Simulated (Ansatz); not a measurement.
**CuPd: stress in a strained cell**

CuPd is deformed so: zz strain of +2 %. What stress and forces result, by LAPW, PAW and all-electron datasets made for the crystal?

Program: Ansatz 0.2.0. Level of theory: DFT PBEsol, scalar-relativistic. These are calculated values, not measurements.

## (1) Starting point

Symmetry: Pm-3m, No. 221, cubic system. The conventional cell has a = 2.988 Å, b = 2.988 Å, c = 2.988 Å, α = 90.00°, β = 90.00°, γ = 90.00°. Cu (site symmetry m-3m) has 8 Pd at 2.59 Å as nearest neighbours. Pd (site symmetry m-3m) has 8 Cu at 2.59 Å as nearest neighbours.

Structure file:

```
Cu Pd
1.0
     2.98800    0.00000    0.00000
     0.00000    2.98800    0.00000
     0.00000    0.00000    2.98800
Cu Pd
1 1
Direct
  0.00000 0.00000 0.00000
  0.50000 0.50000 0.50000
```

Atoms are numbered in the order of the input: Cu1, Pd2.

## (2) After the deformation

Space group Pm-3m before, P4/mmm after.

## (3) All-electron LAPW

input.yaml reads:

```yaml
crystal:
  lattice:
    - [2.988, 0.0, 0.0]
    - [0.0, 2.988, 0.0]
    - [0.0, 0.0, 3.04776]
  atoms:
    - { symbol: Cu, position: [0.0, 0.0, 0.0] }
    - { symbol: Pd, position: [0.5, 0.5, 0.5] }
kpoints:
  mp_grid: { grid: [14, 14, 14] }
  band_path:
    path:
      - [0.0, 0.0, 0.0]
      - [0.0, 0.5, 0.0]
      - [0.5, 0.5, 0.0]
      - [0.0, 0.0, 0.0]
      - [0.0, 0.0, 0.5]
      - [0.0, 0.5, 0.5]
      - [0.5, 0.5, 0.5]
      - [0.0, 0.0, 0.5]
      - [0.0, 0.5, 0.0]
    npoints: 5
scf:
  occupations: { method: fermi_dirac, width: 0.05 }
hamiltonian:
  xc: pbesol
  pseudopotentials: { kind: all_electron, lapw: { basis_error: 0.00025 } }
output:
  forces: true
  stress: true
  eigenvalues: true
```

Run with:

```
$ ansatz run input.yaml --threads 1 --pin off --max-ram 3072MiB --backend cpu --events-out ev --progress --plain --runs-dir out
```

## (4) PAW on the default files

input.yaml reads:

```yaml
crystal:
  lattice:
    - [2.988, 0.0, 0.0]
    - [0.0, 2.988, 0.0]
    - [0.0, 0.0, 3.04776]
  atoms:
    - { symbol: Cu, position: [0.0, 0.0, 0.0] }
    - { symbol: Pd, position: [0.5, 0.5, 0.5] }
kpoints:
  mp_grid: { grid: [14, 14, 14] }
scf:
  occupations: { method: fermi_dirac, width: 0.05 }
hamiltonian:
  xc: pbesol
  pseudopotentials: { kind: paw }
output:
  forces: true
  stress: true
  eigenvalues: true
  efg: { contact_densities: true }
```

## (5) Datasets made for this crystal

Changes to input.yaml since step 4:

```diff
@@ -14,3 +14,3 @@
   xc: pbesol
-  pseudopotentials: { kind: paw }
+  pseudopotentials: { kind: all_electron, datasets: crystal }
 output:
```

(Steps that only read results are left out.)

**Question.** What will these runs give? Wanted: pressure; largest shear or deviatoric stress.

**Answer**, as computed:

```
                                 quantity                                              value
                                 pressure  LAPW -7.60, PAW -7.57, crystal datasets -7.60 GPa
largest shear or deviatoric stress (LAPW)                                           0.35 GPa
```

**Reading.** The largest part of the stress beyond the pressure is 0.35 GPa in size, in the zz component; the atoms are carried along and not relaxed. No run of the undeformed cell stands beside it, so the pressure holds what the given cell had before the change. PAW: stress within 0.03 GPa of LAPW. Crystal datasets: stress within 0.01 GPa of LAPW.
